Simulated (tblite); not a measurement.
# AlAs3H6: the cost of one run

Computed with tblite 0.8.0 and PySCF 2.14.0; each step states its level. No surroundings beyond the atoms listed, unless a continuum is named. Atoms count from 0, parts from 1.

## (1) Starting point

10 atoms, charge -1, multiplicity 2; geometry: distance geometry start.

## (2) Geometry optimisation with GFN2-xTB

Job settings and geometry (Å):

```
{"job": {"kind": "relax", "xc": "GFN2-xTB", "basis": "xTB"}, "charge": -1, "multiplicity": 2}
Al    -0.455092     0.602304    -0.409313
As    -2.151547     2.266665    -0.533380
As     1.305215     0.732471    -2.053544
As    -1.185885    -1.620366     0.113363
H     -3.398291     1.901758    -1.260781
H     -2.340316     3.110245     0.683251
H      2.678059     1.033691    -1.507367
H      1.239000    -0.237985    -3.186928
H     -2.645079    -1.894512    -0.001152
H     -0.524948    -2.277718     1.324994
```

Method: GFN2-xTB geometry optimisation, gas phase.

On the command line:

```sh
> OMP_NUM_THREADS=1 python cluster_run.py task.json out
```

The driver reads the jobs from task.json and runs them one after another.

Q: Estimate the wall time of this first job on 1 thread of Intel Xeon Platinum 8259CL at 2.50GHz, shared host.

About 5 s.
